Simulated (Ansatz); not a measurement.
# InSe2: how settings move the results

This session on InSe2 sets out to make a cell with atoms moved and axes strained at random, then see how the plane-wave cutoff on the displaced cell moves the results.

Program: Ansatz 0.2.0. Level of theory: DFT PBE, scalar-relativistic, plane waves, PAW. These are calculated values, not measurements.

2 further runs of the same task are left out: 1 that didn't finish, 1 set aside as unsound or not needed.

### Step 1. The system as given

Symmetry: P4/nmm, No. 129, tetragonal system. The conventional cell has a = 3.895 Å, b = 3.895 Å, c = 9.626 Å, α = 90.00°, β = 90.00°, γ = 90.00°. In (site symmetry 4mm) has 4 Se at 2.84 Å as nearest neighbours. Se (site symmetry 4mm) has 4 In at 2.84 Å as nearest neighbours. Around Se (site symmetry -4m2) lie 4 Se at 2.75 Å.

Structure file:

```
In Se
1.0
     3.89489    0.00000    0.00000
     0.00000    3.89489    0.00000
     0.00000    0.00000    9.62623
In Se
2 4
Direct
  0.00000 0.50000 0.70647
  0.50000 0.00000 0.29353
  0.00000 0.50000 0.36621
  0.50000 0.00000 0.63379
  0.00000 0.00000 0.00000
  0.50000 0.50000 0.00000
```

The structure comes from the Materials Project (structure only); it is used as listed.

### Step 2. The base run, which the others are set against

input.yaml reads:

```yaml
crystal:
  lattice:
    - [3.894893, 0.0, 0.0]
    - [0.0, 3.894893, 0.0]
    - [0.0, 0.0, 9.626231]
  atoms:
    - { symbol: In, position: [0.0, 0.5, 0.706468] }
    - { symbol: In, position: [0.5, 0.0, 0.293532] }
    - { symbol: Se, position: [0.0, 0.5, 0.366212] }
    - { symbol: Se, position: [0.5, 0.0, 0.633788] }
    - { symbol: Se, position: [0.0, 0.0, 0.0] }
    - { symbol: Se, position: [0.5, 0.5, 0.0] }
basis:
  ecutwfc: 420
kpoints:
  mp_grid: { grid: [10, 10, 4] }
hamiltonian:
  xc: pbe
scf:
  occupations: { method: gaussian, width: 0.1 }
output:
  forces: true
  stress: true
  eigenvalues: true
  populations: true
```

Its results, from an earlier run: -5512.1914 eV/atom at zero smearing, pressure -0.10 GPa, largest force 0.055 eV/Å, no gap on the mesh, in 9 SCF cycles and 44 s.

### Step 3. Atoms moved at random, cell strained

input.yaml reads:

```yaml
crystal:
  lattice:
    - [3.9270757533, -0.0518420432, 0.0414956638]
    - [-0.0518420432, 3.8601552368, 0.0138576913]
    - [0.1025565645, 0.0342492945, 9.693539527]
  atoms:
    - { symbol: In, position: [0.0207369997, 0.5039957392, 0.7064070105] }
    - { symbol: In, position: [0.5041949102, 0.0298992359, 0.282924533] }
    - { symbol: Se, position: [-0.0061395236, 0.5209272203, 0.3768776956] }
    - { symbol: Se, position: [0.4822992083, 0.0548078754, 0.6293459235] }
    - { symbol: Se, position: [-0.0215138425, -0.0364804405, 0.0043115832] }
    - { symbol: Se, position: [0.4989402611, 0.4646776662, -0.0147760375] }
basis:
  ecutwfc: 420
kpoints:
  mp_grid: { grid: [8, 8, 4] }
hamiltonian:
  xc: pbe
scf:
  occupations: { method: gaussian, width: 0.1 }
output:
  forces: true
  stress: true
  eigenvalues: true
```

The run is started by

```
ansatz run input.yaml --threads 1 --pin off --max-ram 2560MiB --backend cpu --events-out ev --progress --plain --runs-dir out
```

Log, shortened:

```text
Warning: RAYON_NUM_THREADS=1 ignored (pool sized by the plan → 1); use --threads N
[...]
Pseudopotentials: kind: paw
Pseudopotential: In, paw, valence charge 13, recommended cutoff 420 eV (normal), In.paw.azcp
Pseudopotential: Se, paw, valence charge 16, recommended cutoff 420 eV (normal), Se.paw.azcp
Functional definition: PBE
[...]
Crystal: 6 atoms, lattice volume = 146.901 Å³
Basis set: ecut = 420 eV, 2891 PW (Γ), exchange–correlation on 54×54×144 points (8 copies of the dense FFT grid, shifted against one another)
Bands: 54, of which v1, the nominal top of the filled ones, is band 45 counted from 1 (44 counted from 0)
Symmetry: 1 space group operations
Space group: P1 (ITA 1), of the structure as read, at distance tolerance 5.3e-5 Å
k-points: 132 of 256 (time reversal used)
[...]
SCF iter   1: F=—  HF=-33073.026063 eV  |F-HF|=—  |Δ(HF+E_count)|=         —  Δρ=1.85e-3  dr2=8.35e-3  ethr=1.77e-3  ⟨swp⟩=6.4  Hψ=26183  notcnv=0  defer=61
[...]
SCF iter   9: F=-33073.022967 eV  HF=-33073.022967 eV  |F-HF|=3.39e-8  |Δ(HF+E_count)|=   3.99e-8  Δρ=2.55e-6  dr2=5.09e-8  ethr=1.11e-10  ⟨swp⟩=8.8  Hψ=32455  notcnv=0
[...]
SCF converged after 9 iterations
Free energy (F): -33073.022967 eV
[...]
E sigma→0 (E₀):  -33073.019965 eV
Entropy (-TS):   -0.006005 eV (-1.001 meV/atom)
Fermi energy:    8.988750 eV
[...]
--- Forces (eV/Å), atoms counted from 1 ---
  atom   1  In    -0.33716074     0.47185527    -0.05665351
  atom   2  In    -0.02797116    -0.00489643     0.27824558
  atom   3  Se     0.04779130     0.11383779    -0.50015636
  atom   4  Se     0.38705033    -0.58478672     0.06496743
  atom   5  Se     0.32599523     0.02892878     0.00195416
  atom   6  Se    -0.39570794    -0.02493741     0.21166795
[...]
--- Stress (GPa, compression-positive) ---
       -0.976072       0.532513      -0.260984
        0.532513       0.547453       0.370233
       -0.260984       0.370233       0.256861
  P = ⅓ Tr σ = -0.0573 GPa (-0.573 kbar)
--- Band table (eV; the first three rows and the last of 132) ---
[...]
```

Run time: 2 min. Hardware: 1 thread of Arm Neoverse V1, shared host; peak memory 0.88 GiB.

The change: all atoms moved at random (spread 0.1 Å), cell strained at random (1 %), on a 8×8×4 mesh.

This run gives -5512.1700 eV/atom at zero smearing, pressure -0.06 GPa, largest force 0.704 eV/Å and no gap on the mesh.

### Step 4. Plane-wave cutoff on the displaced cell set to 200 eV

Changes to input.yaml since step 3:

```diff
@@ -13,3 +13,3 @@
 basis:
-  ecutwfc: 420
+  ecutwfc: 200
 kpoints:
```

The run is started by

```
ansatz run input.yaml --threads 1 --pin off --max-ram 2560MiB --backend cpu --events-out ev --progress --plain --runs-dir out
```

Log, shortened:

```text
Warning: basis.ecutwfc = 200 eV is below the records' recommended 420 eV, and the density's cutoff is lower with it unless basis.ecutrho_ratio is high enough to keep the records' density cutoff: compare with a run at a higher cutoff
Warning: RAYON_NUM_THREADS=1 ignored (pool sized by the plan → 1); use --threads N
[...]
[... 4 set-up lines as earlier in the session ...]
[...]
Crystal: 6 atoms, lattice volume = 146.901 Å³
Basis set: ecut = 200 eV, 941 PW (Γ), exchange–correlation on 40×36×90 points (8 copies of the dense FFT grid, shifted against one another)
Bands: 54, of which v1, the nominal top of the filled ones, is band 45 counted from 1 (44 counted from 0)
[... 2 set-up lines as earlier in the session ...]
k-points: 132 of 256 (time reversal used)
[...]
SCF iter   1: F=—  HF=-33048.701231 eV  |F-HF|=—  |Δ(HF+E_count)|=         —  Δρ=5.52e-2  dr2=2.06e0  ethr=1.77e-3  ⟨swp⟩=5.6  Hψ=22687  notcnv=0  defer=121
[...]
SCF iter   9: F=-33045.131240 eV  HF=-33045.131240 eV  |F-HF|=5.43e-9  |Δ(HF+E_count)|=   1.88e-9  Δρ=1.50e-6  dr2=7.86e-9  ethr=1.11e-10  ⟨swp⟩=7.8  Hψ=21704  notcnv=0
[...]
SCF converged after 9 iterations
Free energy (F): -33045.131240 eV
[...]
E sigma→0 (E₀):  -33045.128283 eV
Entropy (-TS):   -0.005914 eV (-0.986 meV/atom)
Fermi energy:    8.854322 eV
[...]
--- Forces (eV/Å), atoms counted from 1 ---
  atom   1  In    -0.39232247     0.61293897     0.09993351
  atom   2  In    -0.01962937     0.00684650     0.37796688
  atom   3  Se     0.10260133     0.13533730    -0.57169820
  atom   4  Se     0.42591882    -0.66569717    -0.05112134
  atom   5  Se     0.38541304    -0.01662865    -0.01365116
  atom   6  Se    -0.50199299    -0.07279120     0.15852715
[...]
--- Stress (GPa, compression-positive) ---
       -0.871417       0.134202      -0.282695
        0.134202      -0.510837       0.374112
       -0.282695       0.374112      -0.383432
  P = ⅓ Tr σ = -0.5886 GPa (-5.886 kbar)
--- Band table (eV; the first three rows and the last of 132) ---
[...]
```

Run time: 37 s. Hardware: 1 thread of Arm Neoverse V1, shared host; peak memory 0.49 GiB.

Read-out: -5507.5214 eV/atom at zero smearing, pressure -0.59 GPa, largest force 0.792 eV/Å and no gap on the mesh. The log warns that the cutoff lies under the recommended one.

### Step 5. Plane-wave cutoff on the displaced cell: 250 eV

Changes to input.yaml since step 4:

```diff
@@ -13,3 +13,3 @@
 basis:
-  ecutwfc: 200
+  ecutwfc: 250
 kpoints:
```

The run is started by

```
ansatz run input.yaml --threads 1 --pin off --max-ram 2560MiB --backend cpu --events-out ev --progress --plain --runs-dir out
```

Log, shortened:

```text
Warning: basis.ecutwfc = 250 eV is below the records' recommended 420 eV, and the density's cutoff is lower with it unless basis.ecutrho_ratio is high enough to keep the records' density cutoff: compare with a run at a higher cutoff
Warning: RAYON_NUM_THREADS=1 ignored (pool sized by the plan → 1); use --threads N
[...]
[... 4 set-up lines as earlier in the session ...]
[...]
Crystal: 6 atoms, lattice volume = 146.901 Å³
Basis set: ecut = 250 eV, 1293 PW (Γ), exchange–correlation on 48×40×100 points (8 copies of the dense FFT grid, shifted against one another)
Bands: 54, of which v1, the nominal top of the filled ones, is band 45 counted from 1 (44 counted from 0)
[... 2 set-up lines as earlier in the session ...]
k-points: 132 of 256 (time reversal used)
[...]
SCF iter   1: F=—  HF=-33069.822430 eV  |F-HF|=—  |Δ(HF+E_count)|=         —  Δρ=1.29e-2  dr2=9.45e-2  ethr=1.77e-3  ⟨swp⟩=5.8  Hψ=23335  notcnv=0  defer=107
[...]
SCF iter   9: F=-33069.588128 eV  HF=-33069.588128 eV  |F-HF|=2.27e-8  |Δ(HF+E_count)|=   2.55e-9  Δρ=2.02e-6  dr2=3.01e-8  ethr=1.11e-10  ⟨swp⟩=7.5  Hψ=23571  notcnv=0
[...]
SCF converged after 9 iterations
Free energy (F): -33069.588128 eV
[...]
E sigma→0 (E₀):  -33069.585073 eV
Entropy (-TS):   -0.006109 eV (-1.018 meV/atom)
Fermi energy:    8.963039 eV
[...]
--- Forces (eV/Å), atoms counted from 1 ---
  atom   1  In    -0.31310893     0.46040852    -0.00453090
  atom   2  In    -0.04990456    -0.01526879     0.27213251
  atom   3  Se     0.05691849     0.13420009    -0.49060255
  atom   4  Se     0.36145997    -0.57480193     0.04088733
  atom   5  Se     0.32716032     0.01016717    -0.01039236
  atom   6  Se    -0.38252352    -0.01470891     0.19254910
[...]
--- Stress (GPa, compression-positive) ---
       -0.669016       0.666976      -0.232727
        0.666976       0.696948       0.299128
       -0.232727       0.299128       0.170457
  P = ⅓ Tr σ = 0.0661 GPa (0.661 kbar)
--- Band table (eV; the first three rows and the last of 132) ---
[...]
```

Run time: 49 s. Hardware: 1 thread of Arm Neoverse V1, shared host; peak memory 0.57 GiB.

This run gives -5511.5975 eV/atom at zero smearing, pressure 0.07 GPa, largest force 0.680 eV/Å and no gap on the mesh. The log warns that the cutoff lies under the recommended one.

### Step 6. Plane-wave cutoff on the displaced cell set to 300 eV

Changes to input.yaml since step 5:

```diff
@@ -13,3 +13,3 @@
 basis:
-  ecutwfc: 250
+  ecutwfc: 300
 kpoints:
```

The run is started by

```
ansatz run input.yaml --threads 1 --pin off --max-ram 2560MiB --backend cpu --events-out ev --progress --plain --runs-dir out
```

Log, shortened:

```text
Warning: basis.ecutwfc = 300 eV is below the records' recommended 420 eV, and the density's cutoff is lower with it unless basis.ecutrho_ratio is high enough to keep the records' density cutoff: compare with a run at a higher cutoff
Warning: RAYON_NUM_THREADS=1 ignored (pool sized by the plan → 1); use --threads N
[...]
[... 4 set-up lines as earlier in the session ...]
[...]
Crystal: 6 atoms, lattice volume = 146.901 Å³
Basis set: ecut = 300 eV, 1759 PW (Γ), exchange–correlation on 48×48×120 points (8 copies of the dense FFT grid, shifted against one another)
Bands: 54, of which v1, the nominal top of the filled ones, is band 45 counted from 1 (44 counted from 0)
[... 2 set-up lines as earlier in the session ...]
k-points: 132 of 256 (time reversal used)
[...]
SCF iter   1: F=—  HF=-33072.792117 eV  |F-HF|=—  |Δ(HF+E_count)|=         —  Δρ=2.86e-3  dr2=9.86e-3  ethr=1.77e-3  ⟨swp⟩=5.9  Hψ=25073  notcnv=0  defer=81
[...]
SCF iter   9: F=-33072.782302 eV  HF=-33072.782302 eV  |F-HF|=2.58e-8  |Δ(HF+E_count)|=   9.25e-9  Δρ=2.26e-6  dr2=3.17e-8  ethr=1.11e-10  ⟨swp⟩=8.5  Hψ=28014  notcnv=0
[...]
SCF converged after 9 iterations
Free energy (F): -33072.782302 eV
[...]
E sigma→0 (E₀):  -33072.779286 eV
Entropy (-TS):   -0.006030 eV (-1.005 meV/atom)
Fermi energy:    8.985838 eV
[...]
--- Forces (eV/Å), atoms counted from 1 ---
  atom   1  In    -0.34226749     0.47638466    -0.05636081
  atom   2  In    -0.02860851    -0.00352244     0.27518007
  atom   3  Se     0.04716336     0.11374261    -0.49385939
  atom   4  Se     0.39320487    -0.59068238     0.06375734
  atom   5  Se     0.32531487     0.03085841     0.00089930
  atom   6  Se    -0.39480599    -0.02678324     0.21040630
[...]
--- Stress (GPa, compression-positive) ---
       -0.933949       0.539936      -0.264229
        0.539936       0.581079       0.367201
       -0.264229       0.367201       0.262526
  P = ⅓ Tr σ = -0.0301 GPa (-0.301 kbar)
--- Band table (eV; the first three rows and the last of 132) ---
[...]
```

Wall time 65 s (1 thread of Arm Neoverse V1, shared host); peak memory 0.64 GiB.

Read-out: -5512.1299 eV/atom at zero smearing, pressure -0.03 GPa, largest force 0.712 eV/Å and no gap on the mesh. The log warns that the cutoff lies under the recommended one.

### Step 7. Plane-wave cutoff on the displaced cell: 350 eV

Changes to input.yaml since step 6:

```diff
@@ -13,3 +13,3 @@
 basis:
-  ecutwfc: 300
+  ecutwfc: 350
 kpoints:
```

The run is started by

```
ansatz run input.yaml --threads 1 --pin off --max-ram 2560MiB --backend cpu --events-out ev --progress --plain --runs-dir out
```

Log, shortened:

```text
Warning: basis.ecutwfc = 350 eV is below the records' recommended 420 eV, and the density's cutoff is lower with it unless basis.ecutrho_ratio is high enough to keep the records' density cutoff: compare with a run at a higher cutoff
Warning: RAYON_NUM_THREADS=1 ignored (pool sized by the plan → 1); use --threads N
[...]
[... 4 set-up lines as earlier in the session ...]
[...]
Crystal: 6 atoms, lattice volume = 146.901 Å³
Basis set: ecut = 350 eV, 2155 PW (Γ), exchange–correlation on 48×48×120 points (8 copies of the dense FFT grid, shifted against one another)
Bands: 54, of which v1, the nominal top of the filled ones, is band 45 counted from 1 (44 counted from 0)
[... 2 set-up lines as earlier in the session ...]
k-points: 132 of 256 (time reversal used)
[...]
SCF iter   1: F=—  HF=-33073.018887 eV  |F-HF|=—  |Δ(HF+E_count)|=         —  Δρ=1.85e-3  dr2=8.33e-3  ethr=1.77e-3  ⟨swp⟩=6.2  Hψ=25593  notcnv=0  defer=55
[...]
SCF iter   9: F=-33073.015042 eV  HF=-33073.015042 eV  |F-HF|=2.73e-8  |Δ(HF+E_count)|=   4.78e-8  Δρ=2.46e-6  dr2=4.33e-8  ethr=1.11e-10  ⟨swp⟩=8.6  Hψ=31436  notcnv=0
[...]
SCF converged after 9 iterations
Free energy (F): -33073.015042 eV
[...]
E sigma→0 (E₀):  -33073.012039 eV
Entropy (-TS):   -0.006007 eV (-1.001 meV/atom)
Fermi energy:    8.988808 eV
[...]
--- Forces (eV/Å), atoms counted from 1 ---
  atom   1  In    -0.33790808     0.47248329    -0.05586210
  atom   2  In    -0.02808845    -0.00524781     0.27747011
  atom   3  Se     0.04792068     0.11396924    -0.49933380
  atom   4  Se     0.38775815    -0.58552171     0.06399654
  atom   5  Se     0.32618238     0.02897465     0.00189848
  atom   6  Se    -0.39586760    -0.02465572     0.21185705
[...]
--- Stress (GPa, compression-positive) ---
       -0.964117       0.533527      -0.261648
        0.533527       0.557893       0.371000
       -0.261648       0.371000       0.263718
  P = ⅓ Tr σ = -0.0475 GPa (-0.475 kbar)
--- Band table (eV; the first three rows and the last of 132) ---
[...]
```

It took 79 s on 1 thread of Arm Neoverse V1, shared host; peak memory 0.73 GiB.

This run gives -5512.1687 eV/atom at zero smearing, pressure -0.05 GPa, largest force 0.705 eV/Å and no gap on the mesh. The log warns that the cutoff lies under the recommended one.

### Step 8. Plane-wave cutoff on the displaced cell: 600 eV

Changes to input.yaml since step 7:

```diff
@@ -13,3 +13,3 @@
 basis:
-  ecutwfc: 350
+  ecutwfc: 600
 kpoints:
```

The run is started by

```
ansatz run input.yaml --threads 1 --pin off --max-ram 2560MiB --backend cpu --events-out ev --progress --plain --runs-dir out
```

Log, shortened:

```text
Warning: RAYON_NUM_THREADS=1 ignored (pool sized by the plan → 1); use --threads N
[...]
[... 4 set-up lines as earlier in the session ...]
[...]
Crystal: 6 atoms, lattice volume = 146.901 Å³
Basis set: ecut = 600 eV, 4893 PW (Γ), exchange–correlation on 64×64×160 points (8 copies of the dense FFT grid, shifted against one another)
Bands: 54, of which v1, the nominal top of the filled ones, is band 45 counted from 1 (44 counted from 0)
[... 2 set-up lines as earlier in the session ...]
k-points: 132 of 256 (time reversal used)
[...]
SCF iter   1: F=—  HF=-33073.030690 eV  |F-HF|=—  |Δ(HF+E_count)|=         —  Δρ=1.87e-3  dr2=8.40e-3  ethr=1.77e-3  ⟨swp⟩=6.6  Hψ=26754  notcnv=0  defer=71
[...]
SCF iter   9: F=-33073.028073 eV  HF=-33073.028073 eV  |F-HF|=3.54e-8  |Δ(HF+E_count)|=   4.63e-8  Δρ=2.69e-6  dr2=5.27e-8  ethr=1.11e-10  ⟨swp⟩=8.8  Hψ=28317  notcnv=0
[...]
SCF converged after 9 iterations
Free energy (F): -33073.028073 eV
[...]
E sigma→0 (E₀):  -33073.025069 eV
Entropy (-TS):   -0.006007 eV (-1.001 meV/atom)
Fermi energy:    8.988517 eV
[...]
--- Forces (eV/Å), atoms counted from 1 ---
  atom   1  In    -0.33693411     0.47157636    -0.05714562
  atom   2  In    -0.02786372    -0.00480829     0.27861888
  atom   3  Se     0.04773810     0.11374061    -0.50052254
  atom   4  Se     0.38681575    -0.58448898     0.06542307
  atom   5  Se     0.32586951     0.02898414     0.00191924
  atom   6  Se    -0.39562816    -0.02500312     0.21173319
[...]
--- Stress (GPa, compression-positive) ---
       -0.984673       0.531529      -0.260856
        0.531529       0.539256       0.369860
       -0.260856       0.369860       0.254593
  P = ⅓ Tr σ = -0.0636 GPa (-0.636 kbar)
--- Band table (eV; the first three rows and the last of 132) ---
[...]
```

Run time: 2.5 min. Hardware: 1 thread of Arm Neoverse V1, shared host; peak memory 1.3 GiB.

Result: -5512.1708 eV/atom at zero smearing, pressure -0.06 GPa, largest force 0.704 eV/Å and no gap on the mesh.

### Step 9. The sweep of the plane-wave cutoff on the displaced cell side by side

Energies are per atom, extrapolated to zero smearing, and count from the run at 600 eV. Pressure is positive in compression and holds a correction for the finite cutoff (Pulay stress).

```
cutoff (eV)  ΔE (meV/atom)  pressure (GPa)  largest change of a force component (eV/Å)  plane waves at Γ  SCF cycles  CPU time
        200           4649           -0.59                                       0.157               941           9      37 s
        250            573            0.07                                       0.053              1293           9      49 s
        300           41.0           -0.03                                       0.007              1759           9      65 s
        350           2.17           -0.05                                       0.001              2155           9      79 s
        420           0.85           -0.06                                       0.001              2891           9     2 min
        600           0.00           -0.06                                       0.000              4893           9   2.5 min
```

CPU times come from a shared host, so they are rough.

### Step 10. Summary of results

```
                                                                        quantity                                  value
                                                                  displaced cell  pressure -0.1 GPa, no gap on the mesh
plane-wave cutoff on the displaced cell: within 10 and 1 meV/atom of 600 eV from                         350 eV for 10; 420 eV for 1
```

In words: In the sweep of the plane-wave cutoff on the displaced cell, 420 eV already comes within 1 meV/atom of the reference, and so do all later runs, at about 0.8 of the reference's time. That is measured against the best run here, which may itself be short of the limit. Total energies converge more slowly with the cutoff than differences between like structures do. The pressure is off by up to 0.5 GPa. Forces stay within 0.01 eV/Å of the reference from 300 eV on. The settings are coarse, so take the values as rough. The final runs have no spin polarisation, so no magnetic state was tried and one may lie lower.
